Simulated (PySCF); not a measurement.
# A diatomic session: HI+

An exercise on one series of results from a longer session: the logs are not shown, and one member is left open.

Computed with PySCF 2.14.0. Level: H x2c-SVPall, I x2c-SVPall, spin-free X2C with a Gaussian nucleus.

Set-up of the first run:

Settings of the job:

```yaml
atoms: H, I
charge: 1
basis: H x2c-SVPall, I x2c-SVPall
Hamiltonian: spin-free X2C with a Gaussian nucleus
basis_functions: 41
electrons_treated: 53
masses_in_u: 1.0078, 126.9045
levels: PBE0, PBE, r²SCAN, B2PLYP, M06, r²SCANh, HF, MP2, SCS-MP2, CCSD, CCSD(T)
grid: 80 radial by 434 angular points
occupations: held fixed by the projection of orbital angular momentum
dissociation_limit: H + I+, each in its ground configuration
starting_distance_in_angstrom: 1.730
values_of_2S_to_try: 1, 3
```

Launch:

```
$ OMP_NUM_THREADS=1 python dia.py task.json out
```

Steps of the session up to this table: The job; First curve: PBE0; Excited determinants; PBE (GGA); r²SCAN (meta-GGA); B2PLYP (double hybrid); M06 (hybrid meta-GGA); r²SCANh (hybrid meta-GGA); UHF; Correlated methods on the Hartree–Fock reference.

One of the session's tables, all rows but one given; the rest of the session is left out.

It belongs to the step «Constants by level of theory». 

| level | Re (Å) | ωe (cm⁻¹) | De (eV) |
| --- | --- | --- | --- |
| UHF | 1.619 | 2362 | 2.19 |
| UHF-MP2 | 1.625 | 2294 | 2.92 |
| UHF-SCS-MP2 | 1.627 | 2288 | 2.97 |
| UHF-CCSD | 1.632 | 2236 | 3.02 |
| UHF-CCSD(T) | 1.634 | 2225 | 3.05 |
| PBE | 1.653 | 2155 | 3.41 |
| r²SCAN | 1.640 | 2220 | 3.37 |
| r²SCANh | 1.636 | 2242 | 3.34 |
| PBE0 | 1.637 | 2243 | 3.32 |
| M06 | ? | ? | ? |
| B2PLYP | 1.636 | 2239 | 3.24 |

Q: Estimate the row for M06 from the others.

**Answer.** Re (Å): 1.642; ωe (cm⁻¹): 2222; De (eV): 3.33. In the column «Re (Å)» it lies between r²SCAN (1.640) and PBE (1.653).
